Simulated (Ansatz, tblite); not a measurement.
**C₁₁H₂₁CuS: a ladder of methods and basis sets**

One table from this session's results is given with a row withheld; the runs are named, their logs left out.

Program: Ansatz 0.2.0, Gaussian basis. Level of theory: as each input shows. These are calculated values, not measurements.

The runs, in order: GFN1-xTB, GFN2-xTB, PBE-D4/def2-TZVP, r2SCAN-D4/def2-TZVP, PBE-D4/def2-SVP, PBE0-D4/def2-SVP, HF/6-31G, B3LYP-D4/6-31G, MP2/def2-SVP.

3 further runs of the same task are left out: 3 that didn't finish.

## The structure

The singlet was relaxed beforehand with PBE-D4/def2-SVP.

SMILES `C=CCCCCCCCCC[S][Cu]`, 34 atoms, charge 0, spin multiplicity 1.

Bond lengths: C1–C2 1.345 Å, C1–H14 1.101 Å, C1–H15 1.104 Å, C2–C3 1.504 Å, C2–H16 1.106 Å, C3–C4 1.543 Å, C3–H17 1.111 Å, C3–H18 1.115 Å, C4–C5 1.533 Å, C4–H19 1.113 Å, C4–H20 1.111 Å, C5–C6 1.535 Å, C5–H21 1.115 Å, C5–H22 1.111 Å, C6–C7 1.534 Å, C6–H23 1.113 Å, C6–H24 1.113 Å, C7–C8 1.535 Å and more. Angles: C2–C1–H14 121.7°, C2–C1–H15 121.3°, H14–C1–H15 117.0°, C1–C2–C3 125.1°, C1–C2–H16 118.3°, C3–C2–H16 116.6°, C2–C3–C4 114.4°, C2–C3–H17 109.1°, C2–C3–H18 109.1°, C4–C3–H17 109.2°, C4–C3–H18 108.3°, H17–C3–H18 106.4°, C3–C4–C5 114.7°, C3–C4–H19 108.9°, C3–C4–H20 108.0°, C5–C4–H19 109.3°, C5–C4–H20 109.6°, H19–C4–H20 106.0° and more.

As a file:

```tsv
atom	x (Å)	y (Å)	z (Å)
C1	-5.7944	-0.5696	0.5992
C2	-4.8707	0.0769	-0.1341
C3	-3.9164	-0.5770	-1.0951
C4	-2.4322	-0.4808	-0.6852
C5	-1.8679	0.9446	-0.6557
C6	-0.3954	1.0351	-0.2313
C7	0.5966	0.4000	-1.2140
C8	2.0723	0.5732	-0.8299
C9	2.4903	-0.1502	0.4554
C10	3.9820	-0.0098	0.7716
C11	4.4208	-0.7485	2.0351
S12	6.1810	-0.4856	2.5100
Cu13	7.0978	-0.8059	0.6252
H14	-6.4593	-0.0350	1.2955
H15	-5.9216	-1.6635	0.5260
H16	-4.7878	1.1743	-0.0245
H17	-4.1945	-1.6459	-1.2126
H18	-4.0333	-0.1097	-2.1004
H19	-2.3031	-0.9478	0.3168
H20	-1.8393	-1.1011	-1.3913
H21	-1.9918	1.4083	-1.6617
H22	-2.4734	1.5653	0.0392
H23	-0.2839	0.5695	0.7732
H24	-0.1231	2.1058	-0.0971
H25	0.3801	-0.6860	-1.3238
H26	0.4304	0.8429	-2.2214
H27	2.3034	1.6583	-0.7295
H28	2.7089	0.2081	-1.6663
H29	2.2273	-1.2296	0.3709
H30	1.9024	0.2355	1.3173
H31	4.2590	1.0626	0.8680
H32	4.5890	-0.3969	-0.0842
H33	3.8369	-0.3822	2.9087
H34	4.2099	-1.8353	1.9458
```

No spin-orbit coupling is included.

PBE0-D4/def2-TZVP was run before; its log isn't repeated, and its numbers join the tables.

Set-up of the first run:

Tight binding, by tblite at 300 K electronic temperature and without a spin-polarisation term:

```python
tblite.interface.Calculator('GFN1-xTB', numbers, positions, charge=0, uhf=0).singlepoint()
```

Tight binding, by tblite at 300 K electronic temperature and without a spin-polarisation term:

```python
tblite.interface.Calculator('GFN2-xTB', numbers, positions, charge=0, uhf=0).singlepoint()
```

start.molden holds the orbitals of an earlier run on this state, given as this run's starting guess.

The input, in.yaml:

```yaml
crystal:
  periodic: [false, false, false]
  atoms:
    - {symbol: C, position_ang: [-5.794392, -0.569600, 0.599201]}
    - {symbol: C, position_ang: [-4.870743, 0.076869, -0.134080]}
    - {symbol: C, position_ang: [-3.916384, -0.577008, -1.095066]}
    - {symbol: C, position_ang: [-2.432207, -0.480778, -0.685230]}
    - {symbol: C, position_ang: [-1.867861, 0.944620, -0.655685]}
    - {symbol: C, position_ang: [-0.395351, 1.035141, -0.231259]}
    - {symbol: C, position_ang: [0.596626, 0.400048, -1.213994]}
    - {symbol: C, position_ang: [2.072277, 0.573154, -0.829875]}
    - {symbol: C, position_ang: [2.490327, -0.150222, 0.455369]}
    - {symbol: C, position_ang: [3.981953, -0.009783, 0.771618]}
    - {symbol: C, position_ang: [4.420767, -0.748511, 2.035144]}
    - {symbol: S, position_ang: [6.180999, -0.485646, 2.509976]}
    - {symbol: Cu, position_ang: [7.097801, -0.805947, 0.625218]}
    - {symbol: H, position_ang: [-6.459264, -0.034989, 1.295535]}
    - {symbol: H, position_ang: [-5.921557, -1.663500, 0.525980]}
    - {symbol: H, position_ang: [-4.787825, 1.174342, -0.024544]}
    - {symbol: H, position_ang: [-4.194533, -1.645900, -1.212581]}
    - {symbol: H, position_ang: [-4.033269, -0.109730, -2.100432]}
    - {symbol: H, position_ang: [-2.303138, -0.947769, 0.316848]}
    - {symbol: H, position_ang: [-1.839320, -1.101119, -1.391256]}
    - {symbol: H, position_ang: [-1.991789, 1.408250, -1.661656]}
    - {symbol: H, position_ang: [-2.473391, 1.565322, 0.039154]}
    - {symbol: H, position_ang: [-0.283948, 0.569525, 0.773208]}
    - {symbol: H, position_ang: [-0.123101, 2.105764, -0.097085]}
    - {symbol: H, position_ang: [0.380104, -0.686044, -1.323765]}
    - {symbol: H, position_ang: [0.430374, 0.842917, -2.221409]}
    - {symbol: H, position_ang: [2.303408, 1.658255, -0.729458]}
    - {symbol: H, position_ang: [2.708938, 0.208119, -1.666287]}
    - {symbol: H, position_ang: [2.227279, -1.229553, 0.370899]}
    - {symbol: H, position_ang: [1.902435, 0.235543, 1.317252]}
    - {symbol: H, position_ang: [4.258962, 1.062635, 0.867971]}
    - {symbol: H, position_ang: [4.589041, -0.396904, -0.084185]}
    - {symbol: H, position_ang: [3.836862, -0.382199, 2.908681]}
    - {symbol: H, position_ang: [4.209920, -1.835296, 1.945784]}
basis:
  gaussian: {orbitals: def2-TZVP, initial_orbitals: start.molden}
hamiltonian: {xc: pbe, dispersion: d4}
scf: {omitted_lower_state_checks: [starts]}
output: {forces: true, orbitals: {seedname: orbitals}}
```

Launch:

```bash
ansatz run in.yaml --threads 4 --pin off --events-out ev --progress --plain --max-ram 6963MiB
```

Among the steps run: PBE-D4/def2-TZVP; r2SCAN-D4/def2-TZVP; PBE-D4/def2-SVP; PBE0-D4/def2-SVP; HF/6-31G; B3LYP-D4/6-31G; MP2/def2-SVP.

One table of the session follows, with a row left open; its other results are not shown here.

It belongs to the step «Binding energy». 

```
              level  binding an atom (eV)
           HF/6-31G                 2.984
        HF/def2-SVP                 3.145
    PBE-D4/def2-SVP                 4.271
   PBE-D4/def2-TZVP                 4.219
r2SCAN-D4/def2-TZVP                 4.140
     B3LYP-D4/6-31G                 4.079
   PBE0-D4/def2-SVP                     ?
  PBE0-D4/def2-TZVP                 4.162
       MP2/def2-SVP                 4.010
```

Q: Estimate the row for PBE0-D4/def2-SVP from the others.

As computed: binding an atom (eV): 4.216. In the column «binding an atom (eV)» it lies between PBE0-D4/def2-TZVP (4.162) and PBE-D4/def2-TZVP (4.219).

To keep in mind: Free atoms were run apart at each level; binding is atoms less cluster, divided by the number of atoms, without zero-point or spin-orbit terms.
